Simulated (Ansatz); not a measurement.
# CHFGaN: the cost of one run

Method: UKS B3LYP-D4/def2-SVP, in Ansatz 0.2.0.

### Step 1. The starting structure

Bond lengths: N1–C2 1.220 Å, C2–Ga3 1.831 Å, Ga3–F4 1.454 Å, Ga3–H5 1.258 Å. Angles: N1–C2–Ga3 176.6°, C2–Ga3–F4 97.4°, C2–Ga3–H5 89.3°, F4–Ga3–H5 163.3°.

As a file:

```xyz
5

N     1.1249   -1.4303    1.0850
C     0.4865   -0.5595    0.5169
Ga   -0.5069    0.6709   -0.4060
F    -1.4887   -0.2519   -0.9519
H     0.4341    1.4971   -0.2854
```

### Step 2. Relaxing end A

input.yaml

```yaml
crystal:
  periodic: [false, false, false]
  atoms:
    - { symbol: "N", position_ang: [1.1249, -1.4303, 1.085] }
    - { symbol: C, position_ang: [0.4865, -0.5595, 0.5169] }
    - { symbol: Ga, position_ang: [-0.5069, 0.6709, -0.406] }
    - { symbol: F, position_ang: [-1.4887, -0.2519, -0.9519] }
    - { symbol: H, position_ang: [0.4341, 1.4971, -0.2854] }
magnetization:
  spin_polarized: true
basis:
  gaussian: { orbitals: def2-SVP }
hamiltonian:
  xc: b3lyp
  dispersion: d4
relax:
  f_tol: 0.02
  max_steps: 50
```

Launch:

```sh
> ansatz run input.yaml --threads 2 --pin off --max-ram 3072MiB --backend cpu --events-out ev --progress --plain --runs-dir out
```

What time and memory should one allow on 2 threads of Intel Xeon 6975P-C (Granite Rapids), shared host?

About 21 s, with a peak of 0.25 GiB.
